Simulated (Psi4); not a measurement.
# CH3BFN (SMILES [H]/N=C(\B)F): HF/def2-SVPD

Aim: the vertical electron affinity of CH3BFN at HF/def2-SVPD, from 2 runs. 

The results are computed with Psi4 1.11.

2 further runs of the same task are left out: 2 set aside as unsound or not needed.

### 1 The structure to begin with

The species is CH3BFN (7 atoms), meant as a singlet with charge 0. SMILES: `[H]/N=C(\B)F`. The coordinates come from a PBE0-D4/def2-TZVP relaxation.

Bond lengths: B1–C2 1.561 Å, C2–N3 1.256 Å, C2–F4 1.341 Å, B1–H5 1.191 Å, B1–H6 1.192 Å, N3–H7 1.018 Å. Angles: B1–C2–N3 126.3°, B1–C2–F4 116.4°, N3–C2–F4 117.0°, C2–B1–H5 119.8°, C2–B1–H6 118.6°, C2–N3–H7 110.2°, H5–B1–H6 121.5°.

### 2 Energy and forces at HF/def2-SVPD

File input.in:

```
memory 1600 mb

molecule m {
  B     -0.350500     0.865300    -0.251700
  C      0.571400    -0.355700     0.056300
  N      0.197700    -1.487600     0.452000
  F      1.864300    -0.223700    -0.274300
  H     -0.170600     1.508700    -1.237600
  H     -1.272000     1.080800     0.473100
  H     -0.779100    -1.455800     0.736500
  symmetry c1
}

set {
  puream        true
  e_convergence 1e-09
  d_convergence 1e-08
  scf_type      pk
}

e_tot, wfn = gradient("scf/def2-SVPD", return_wfn=True)
```

Started as:

```
$ psi4 input.in input.out -n 1
```

input.out:

```text
[...]
  Running in c1 symmetry.
[...]
  Nuclear repulsion =  102.238370836204879
[...]
  Multiplicity = 1
[...]
  Nalpha       = 15
  Nbeta        = 15
[...]
    Number of basis functions: 107
[...]
   @RHF iter   1:  -217.90982357132017   -8.51462e-01   3.55039e-03 DIIS/ADIIS
[...]
   @RHF iter  13:  -217.98593733242555   -2.52669e-11   6.50306e-09 DIIS
[...]
    Orbital Energies [Eh]
    ---------------------
    Doubly Occupied:
       1A    -26.316573     2A    -15.586960     3A    -11.366663
       4A     -7.656937     5A     -1.618108     6A     -1.228197
       7A     -0.874994     8A     -0.794352     9A     -0.714247
      10A     -0.705478    11A     -0.656158    12A     -0.586709
      13A     -0.538515    14A     -0.464895    15A     -0.455981
[...]
  @RHF Final Energy:  -217.98593733242555
   => Energetics <=
    Nuclear Repulsion Energy =            102.2383708362048793
    One-Electron Energy =                -501.3190812538085765
    Two-Electron Energy =                 181.0947730851781614
    Total Energy =                       -217.9859373324255500
[...]
 Multipole Moments:
 ------------------------------------------------------------------------------------
     Multipole            Electronic (a.u.)      Nuclear  (a.u.)        Total (a.u.)
 ------------------------------------------------------------------------------------
 L = 1.  Multiply by 2.5417464519 to convert [e a0] to [Debye]
 Dipole X            :          3.1292323           -4.1097801           -0.9805479
 Dipole Y            :         -0.0273937            0.7417037            0.7143100
 Dipole Z            :         -0.4234039            0.4867777            0.0633738
 Magnitude           :                                                    1.2147959
[...]
  -Total Gradient:
     Atom            X                  Y                   Z
    ------   -----------------  -----------------  -----------------
       1        0.006879966182    -0.009933147865     0.001956518678
       2       -0.013932479541     0.032218576484    -0.004270989951
       3        0.004415760638    -0.023469547432     0.000800388949
       4        0.013154959046     0.000178420229    -0.002368573930
       5       -0.000981356824    -0.000961227038     0.000086620662
       6        0.000987414636    -0.000181933876    -0.000320416735
       7       -0.010524264138     0.002148859498     0.004116452327
[...]
```

Wall time 11 s (1 thread of Intel Xeon Platinum 8259CL at 2.50GHz (Skylake/Cascade Lake), shared host); peak memory 0.43 GiB.

### 3 The doublet anion: a single-point energy at UHF/def2-SVPD

File job.json:

```json
{
  "schema_name": "qcschema_input",
  "schema_version": 1,
  "molecule": {
    "schema_name": "qcschema_molecule",
    "schema_version": 2,
    "symbols": ["B", "C", "N", "F", "H", "H", "H"],
    "geometry": [-0.66234901, 1.63518002, -0.47564407, 1.07978951, -0.67217558, 0.10639158, 0.37359885, -2.81115658, 0.85415621, 3.52301641, -0.42273173, -0.51835188, -0.32238728, 2.8510298, -2.33872505, -2.40373163, 2.042416, 0.89402943, -1.47228562, -2.75106329, 1.39178329],
    "molecular_charge": -1,
    "molecular_multiplicity": 2,
    "fix_symmetry": "c1",
    "fix_com": true,
    "fix_orientation": true
  },
  "driver": "energy",
  "model": {
    "method": "scf",
    "basis": "def2-SVPD"
  },
  "keywords": {
    "reference": "uhf",
    "puream": true,
    "e_convergence": 1e-09,
    "d_convergence": 1e-08,
    "scf_type": "pk",
    "maxiter": 200,
    "scf_properties": ["LOWDIN_CHARGES", "MULLIKEN_CHARGES", "WIBERG_LOWDIN_INDICES"]
  }
}
```

Started as:

```
$ psi4 --qcschema job.json -n 1 --memory 1600MB
```

stdout:

```text
[...]
  Running in c1 symmetry.
[...]
  Nuclear repulsion =  102.238370907908603
[...]
  Multiplicity = 2
[...]
  Nalpha       = 16
  Nbeta        = 15
[...]
    Number of basis functions: 107
[...]
   @UHF iter   1:  -217.86708104197999   -8.08720e-01   4.14490e-03 DIIS/ADIIS
[...]
   @UHF iter  19:  -217.98877359561823   -4.03588e-12   5.87439e-09 DIIS
[...]
   @S^2 Observed:                7.967926319E-01
[...]
    Orbital Energies [Eh]
    ---------------------
    Alpha Occupied:
       1A    -26.112725     2A    -15.352611     3A    -11.132783
       4A     -7.343577     5A     -1.414600     6A     -1.009696
       7A     -0.658177     8A     -0.570833     9A     -0.504461
      10A     -0.495132    11A     -0.437813    12A     -0.343859
      13A     -0.292888    14A     -0.257937    15A     -0.231339
      16A     -0.038627
    Alpha Virtual:
      17A      0.220764    18A      0.276313    19A      0.319361
      20A      0.333636    21A      0.339619    22A      0.349886
      23A      0.356167    24A      0.370867    25A      0.387421
[...]
  @UHF Final Energy:  -217.98877359561823
   => Energetics <=
    Nuclear Repulsion Energy =            102.2383709079086032
    One-Electron Energy =                -508.2647018013901743
    Two-Electron Energy =                 188.0375572978633727
    Total Energy =                       -217.9887735956182269
  UHF NO Occupations:
  HONO-2 :   14  A 1.9967062
  HONO-1 :   15  A 1.9814924
[...]
 Multipole Moments:
 ------------------------------------------------------------------------------------
     Multipole            Electronic (a.u.)      Nuclear  (a.u.)        Total (a.u.)
 ------------------------------------------------------------------------------------
 L = 1.  Multiply by 2.5417464519 to convert [e a0] to [Debye]
 Dipole X            :        -33.9245665           33.2909271           -0.6336394
 Dipole Y            :         17.0273731          -17.1974525           -0.1700794
 Dipole Z            :          0.6979110           -0.4788566            0.2190543
 Magnitude           :                                                    0.6916724
[...]
  Mulliken Charges: (a.u.)
   Center  Symbol    Alpha    Beta     Spin     Total
       1     B     3.44613  2.30862  1.13751 -0.75475
       2     C     2.51447  2.69981 -0.18534  0.78572
       3     N     4.01440  3.64650  0.36790 -0.66090
       4     F     4.86710  4.83996  0.02714 -0.70706
       5     H     0.35523  0.50978 -0.15455  0.13500
       6     H     0.37554  0.53310 -0.15756  0.09136
       7     H     0.42714  0.46223 -0.03510  0.11063
   Total alpha = 16.00000, Total beta = 15.00000, Total charge = -1.00000
  Lowdin Charges: (a.u.)
[...]
```

The result, in JSON:

```text
{
 "driver": "energy",
 "model": {
  "method": "scf",
  "basis": "def2-SVPD"
 },
 "success": true,
 "return_result": -217.98877359561823,
 "properties": {
  "calcinfo_nbasis": 107,
  "calcinfo_nmo": 107,
  "calcinfo_nalpha": 16,
  "calcinfo_nbeta": 15,
  "calcinfo_natom": 7,
  "nuclear_repulsion_energy": 102.2383709079086,
  "return_energy": -217.98877359561823,
  "scf_one_electron_energy": -508.2647018013902,
  "scf_two_electron_energy": 188.03755729786337,
  "scf_dipole_moment": [-0.63363940796512, -0.17007943201328146, 0.2190543331499959],
  "scf_total_energy": -217.98877359561823,
  "scf_iterations": 19
 }
}
```

It took 7.8 s on 1 thread of Intel Xeon Platinum 8259CL at 2.50GHz (Skylake/Cascade Lake), shared host; peak memory 0.44 GiB.

### 4 What came out

At HF/def2-SVPD:

| quantity | value |
| --- | --- |
| singlet CH3BFN: total energy | -217.98594 Eh |
| singlet CH3BFN: dipole moment | 3.09 D |
| singlet CH3BFN: HOMO energy | -12.41 eV |
| singlet CH3BFN: LUMO energy | 0.79 eV |
| singlet CH3BFN: HOMO–LUMO gap | 13.19 eV |
| singlet CH3BFN: largest force on an atom | 1.818 eV/Å |
| doublet anion: total energy | -217.98877 Eh |
| doublet anion: HOMO energy (highest over α and β) | -1.05 eV |
| doublet anion: LUMO energy (lowest over α and β) | 6.01 eV |
| doublet anion: ⟨S²⟩ | 0.797 |
| vertical electron affinity (to the doublet anion) | 0.077 eV |

In words: At fixed nuclei the extra electron is bound by 0.08 eV (7.4 kJ/mol). The largest force (singlet CH3BFN) is 1.82 eV/Å: the shape isn't a stationary point for this species at this level. Mulliken charges (doublet anion) run from -0.75 on B1 to +0.79 on C2; in a basis this large or diffuse they mean little.
